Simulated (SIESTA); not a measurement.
Ba2Tl5V3O12 in SIESTA: the effect of functional

The system is Ba2Tl5V3O12.

```
Ba V Tl O
1.0
     8.15421    0.00000    0.00000
    -4.07711    7.06176    0.00000
     0.00000    0.00000    6.92128
Ba V Tl O
2 3 5 12
Direct
  0.00000 0.00000 0.23552
  0.00000 0.00000 0.76448
  0.50000 0.00000 0.00000
  0.00000 0.50000 0.00000
  0.50000 0.50000 0.00000
  0.50000 0.00000 0.50000
  0.00000 0.50000 0.50000
  0.50000 0.50000 0.50000
  0.33333 0.66667 0.22489
  0.66667 0.33333 0.77511
  0.33890 0.34334 0.81444
  0.65666 0.99556 0.81444
  0.00444 0.66110 0.81444
  0.34334 0.33890 0.18556
  0.99556 0.65666 0.18556
  0.66110 0.00444 0.18556
  0.66110 0.65666 0.18556
  0.34334 0.00444 0.18556
  0.99556 0.33890 0.18556
  0.65666 0.66110 0.81444
  0.00444 0.34334 0.81444
  0.33890 0.99556 0.81444
```

The cell was built by a generator and needn't be a form met in nature.

Alike in all runs:

| Property | Result |
| --- | --- |
| Program | SIESTA 5.4.2 |
| Task | band structure |
| Basis | DZP (energy shift 0.003 Ry; two zetas on semicore shells; d shell added on Ba) |
| Grid cutoff | 800 Ry |
| Energy shift | 0.003 Ry |
| k mesh | 4 × 4 × 4 |
| Occupations | fermi-dirac, width 0.05 eV |
| Spin | collinear spin, ferromagnetic start |
| Starting moments | [0.0, 0.0, 2.0, 2.0, 2.0, 0.0, 0.0, 0.0, 0.0, 0.0, 0.0, 0.0, 0.0, 0.0, 0.0, 0.0, 0.0, 0.0, 0.0, 0.0, 0.0, 0.0] μB |

Task: One run gave: pressure -2.3 GPa; largest force 0.07 eV/Å. Which functional did it use?
A. AM05
B. PBEsol
C. LDA
D. RPBE
E. BLYP

Result: B.

```tsv
functional	potentials or basis	pressure (GPa)	largest force (eV/Å)
LDA	PseudoDojo 0.4 standard (LDA files)	-5.4	0.25
PBEsol	PseudoDojo 0.4 standard (PBEsol files)	-2.3	0.07
RPBE	PseudoDojo 0.4 standard (PBE files)	4.3	0.32
BLYP	PseudoDojo 0.4 standard (PBE files)	5.6	0.46
AM05	PseudoDojo 0.4 standard (PBEsol files)	-1.6	0.10
```

Caveats: this set's barium file shifts pressures by up to 1 GPa against other sets; the basis of atomic orbitals isn't converged, which shifts pressures, moduli and gaps; the potentials were made for another functional, which shifts forces and pressure (some runs).

Runs at the PBE level aren't shown here.
